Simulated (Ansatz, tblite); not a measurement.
# Ga(H2O)H3 (GaH5O): charged states by level of theory

An exercise on one series of results from a longer session: the logs are not shown, and one member is left open.

Computed with Ansatz 0.2.0, Gaussian basis. Level: as each input shows.

Plan: charge +1 doublet, at the geometry of the singlet (PBE0-D4/def2-TZVP, PBE-D4/def2-TZVP, r2SCAN-D4/def2-TZVP, CCSD(T)/def2-TZVPP); charge +1 doublet, relaxed (PBE0-D4/def2-TZVP, PBE-D4/def2-TZVP); the starting singlet's energies come from earlier runs.

### The relaxed structure

The geometry is that of the singlet, from an earlier relaxation (r2SCAN-D4/def2-TZVP).

7 atoms, charge 0, spin multiplicity 1.

Atoms are counted from 1 here; the program's logs count them from 0.

Bond lengths: Ga1–O2 2.184 Å, Ga1–H5 1.567 Å, Ga1–H6 1.576 Å, Ga1–H7 1.567 Å, O2–H3 0.966 Å, O2–H4 0.966 Å. Angles: O2–Ga1–H5 96.0°, O2–Ga1–H6 96.0°, O2–Ga1–H7 96.3°, H5–Ga1–H6 118.1°, H5–Ga1–H7 120.4°, H6–Ga1–H7 118.1°, Ga1–O2–H3 109.6°, Ga1–O2–H4 109.5°, H3–O2–H4 106.2°.

The first run:

Input file in.yaml:

```yaml
crystal:
  periodic: [false, false, false]
  atoms:
    - {symbol: Ga, position_ang: [0.066286, -0.115837, -0.958267]}
    - {symbol: O, position_ang: [0.077883, -0.137925, 1.225215]}
    - {symbol: H, position_ang: [-0.829360, -0.105505, 1.554791]}
    - {symbol: H, position_ang: [0.511527, 0.660396, 1.552988]}
    - {symbol: H, position_ang: [1.622763, -0.059988, -1.131076]}
    - {symbol: H, position_ang: [-0.745208, 1.226852, -1.103891]}
    - {symbol: H, position_ang: [-0.703889, -1.467994, -1.139770]}
basis:
  gaussian: {orbitals: def2-TZVP}
total_charge: 1
magnetization: {spin_polarized: true, initial_magnetization: 1}
hamiltonian: {xc: pbe0, dispersion: d4}
output: {orbitals: {seedname: orbitals}}
```

Run with:

```
ansatz run in.yaml --threads 4 --pin off --events-out ev --progress --plain --max-ram 3916MiB
```

Among the steps run: Charge +1 doublet at the fixed geometry, PBE0-D4/def2-TZVP; Charge +1 doublet at the fixed geometry, PBE-D4/def2-TZVP; Charge +1 doublet at the fixed geometry, r2SCAN-D4/def2-TZVP; Charge +1 doublet at the fixed geometry, CCSD(T)/def2-TZVPP.

One table of the session follows, with a row left open; its other results are not shown here.

It belongs to the step «Vertical ionisation energy». 

| method | vertical ionisation energy (eV) |
| --- | --- |
| HF/def2-TZVPP | 9.71 |
| PBE-D4/def2-TZVP | 9.93 |
| r2SCAN-D4/def2-TZVP | 10.05 |
| PBE0-D4/def2-TZVP | 10.16 |
| MP2/def2-TZVPP | ? |
| CCSD/def2-TZVPP | 10.44 |
| CCSD(T)/def2-TZVPP | 10.42 |

Q: Estimate the row for MP2/def2-TZVPP from the others.

As computed: vertical ionisation energy (eV): 10.41. In the column «vertical ionisation energy (eV)» it lies between PBE0-D4/def2-TZVP (10.16) and CCSD(T)/def2-TZVPP (10.42).
